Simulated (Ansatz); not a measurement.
# SVWN5/6-31G(d) (spherical functions) run of BGeNH6 (SMILES B[NH][GeH3])

What is the energy change on altering one bond length of BGeNH6 at SVWN5/6-31G* (spherical functions)? 

Program for the calculation: Ansatz 0.2.0.

69 further runs of the same task are left out: 69 set aside as unsound or not needed.

## 1. The system as given

The species is BGeNH6 (9 atoms), meant as a singlet with charge 0. As SMILES, `B[NH][GeH3]`. Geometry: relaxed at PBE0-D4/def2-TZVP.

Bond lengths: B1–N2 1.392 Å, N2–Ge3 1.854 Å, B1–H4 1.199 Å, B1–H5 1.199 Å, N2–H6 1.010 Å, Ge3–H7 1.538 Å, Ge3–H8 1.530 Å, Ge3–H9 1.538 Å. Some angles: B1–N2–Ge3 126.2°, B1–N2–H6 117.9°, Ge3–N2–H6 115.9°, N2–B1–H4 119.2°, N2–B1–H5 119.6°, N2–Ge3–H7 109.1°, N2–Ge3–H8 106.5°, N2–Ge3–H9 109.1°, H4–B1–H5 121.2°, H7–Ge3–H8 111.5°.

## 2. The energy at SVWN5/6-31G(d) (spherical functions)

The input, input.yaml:

```yaml
crystal:
  periodic: [false, false, false]
  atoms:
    - symbol: B
      position_ang: [-0.874000, 0.629500, -1.162900]
    - symbol: N
      position_ang: [-0.023300, 0.687100, -0.062700]
    - symbol: Ge
      position_ang: [0.665200, -0.761400, 0.866600]
    - symbol: H
      position_ang: [-1.217900, -0.440700, -1.581000]
    - symbol: H
      position_ang: [-1.249100, 1.647000, -1.674800]
    - symbol: H
      position_ang: [0.253900, 1.598400, 0.272500]
    - symbol: H
      position_ang: [2.201600, -0.714800, 0.804900]
    - symbol: H
      position_ang: [0.114900, -2.015200, 0.184600]
    - symbol: H
      position_ang: [0.217300, -0.676000, 2.335700]
basis:
  gaussian:
    orbitals: 6-31G_st_-spherical.json
output: {orbitals: {seedname: orbitals}}
accuracy: high
hamiltonian:
  xc: {name: SVWN5}
```

The basis set 6-31G* is read from a file made from the Basis Set Exchange's data (not shown).

The run is started by

```bash
$ ansatz run input.yaml --threads 1 --pin off --max-ram 3480MiB --events-out events.jsonl --progress --plain --runs-dir runs
```

Log:

```text
Warning: RAYON_NUM_THREADS=1 ignored (pool sized by the plan → 1); use --threads N
Functional definition: SVWN5
  name "SVWN5"
  exchange = slater_x
  correlation = vwn5_c
1655 factors; integrals over basis functions are off by at most 4.5e-9 eV
mean field evaluation 1: about -58660.2962 eV, gradient 6.1e1 eV
mean field evaluation 2: about -58631.4414 eV, gradient 1.2e2 eV
mean field evaluation 4: about -58667.7341 eV, gradient 8.2e0 eV
mean field evaluation 8: about -58667.8626 eV, gradient 3.5e-1 eV
mean field evaluation 16: about -58667.8629 eV, gradient 1.7e-5 eV
mean field -58667.86288054 eV, -2156.0041943542 hartree, gradient 2.9e-8 eV, S^2 0.000000; 0 other end points of the search recorded, 0 dependent functions left out
reference -58667.86288442 eV, -2156.0041944969 hartree; 25, 25 occupied and 47, 47 virtual orbitals, 1655 factors
Total energy: -58667.86288442 eV, -2156.0041944969 hartree
```

Run time: 3.3 s. Hardware: 1 thread of Arm Neoverse V2, shared host; peak memory 0.19 GiB.

## 3. The distorted shape, same level

The input, run.yaml:

```yaml
basis:
  gaussian: {orbitals: 6-31G_st_-spherical.json}
crystal:
  periodic: [false, false, false]
  atoms:
    - {symbol: B, position_ang: [-0.686444, 0.120733, -0.906941]}
    - {symbol: "N", position_ang: [0.164256, 0.178333, 0.193259]}
    - {symbol: Ge, position_ang: [0.852756, -1.270167, 1.122559]}
    - {symbol: H, position_ang: [-1.030344, -0.949467, -1.325041]}
    - {symbol: H, position_ang: [-1.249100, 1.647000, -1.674800]}
    - {symbol: H, position_ang: [0.441456, 1.089633, 0.528459]}
    - {symbol: H, position_ang: [2.389156, -1.223567, 1.060859]}
    - {symbol: H, position_ang: [0.302456, -2.523967, 0.440559]}
    - {symbol: H, position_ang: [0.404856, -1.184767, 2.591659]}
accuracy: high
hamiltonian: {xc: {name: SVWN5}}
output: {orbitals: {seedname: orbitals}}
```

The basis set 6-31G* is read from a file made from the Basis Set Exchange's data (not shown).

The run is started by

```bash
$ ansatz run run.yaml --threads 1 --pin off --max-ram 3480MiB --events-out events.jsonl --progress --plain --runs-dir runs
```

Log:

```text
Warning: RAYON_NUM_THREADS=1 ignored (pool sized by the plan → 1); use --threads N
Functional definition: SVWN5
  name "SVWN5"
  exchange = slater_x
  correlation = vwn5_c
1657 factors; integrals over basis functions are off by at most 4.0e-9 eV
mean field evaluation 1: about -58658.7665 eV, gradient 6.2e1 eV
mean field evaluation 2: about -58628.0417 eV, gradient 1.2e2 eV
mean field evaluation 4: about -58666.0492 eV, gradient 8.9e0 eV
mean field evaluation 8: about -58666.1998 eV, gradient 1.5e-1 eV
mean field evaluation 16: about -58666.1999 eV, gradient 1.0e-5 eV
mean field -58666.19987139 eV, -2155.9430798949 hartree, gradient 7.5e-8 eV, S^2 0.000000; 0 other end points of the search recorded, 0 dependent functions left out
reference -58666.19987533 eV, -2155.9430800397 hartree; 25, 25 occupied and 47, 47 virtual orbitals, 1657 factors
Total energy: -58666.19987533 eV, -2155.9430800397 hartree
```

Wall time 3.3 s (1 thread of Arm Neoverse V2, shared host); peak memory 0.19 GiB.

## 4. Outcome

At SVWN5/6-31G* (spherical functions):

```
                                                         quantity           value
                                        first shape: total energy  -2156.00419 Eh
                                         first shape: HOMO energy        -6.92 eV
                                         first shape: LUMO energy        -0.59 eV
                                       first shape: HOMO–LUMO gap         6.33 eV
                                    distorted shape: total energy  -2155.94308 Eh
                                     distorted shape: HOMO energy        -6.06 eV
                                     distorted shape: LUMO energy        -0.79 eV
                                   distorted shape: HOMO–LUMO gap         5.27 eV
energy change with the B1–H5 bond stretched from 1.199 to 1.799 Å        1.663 eV
```

With the B1–H5 bond stretched from 1.199 to 1.799 Å the energy rises by 1.66 eV (38 kcal/mol). The first shape isn't relaxed at this level, so the change isn't measured from a minimum.
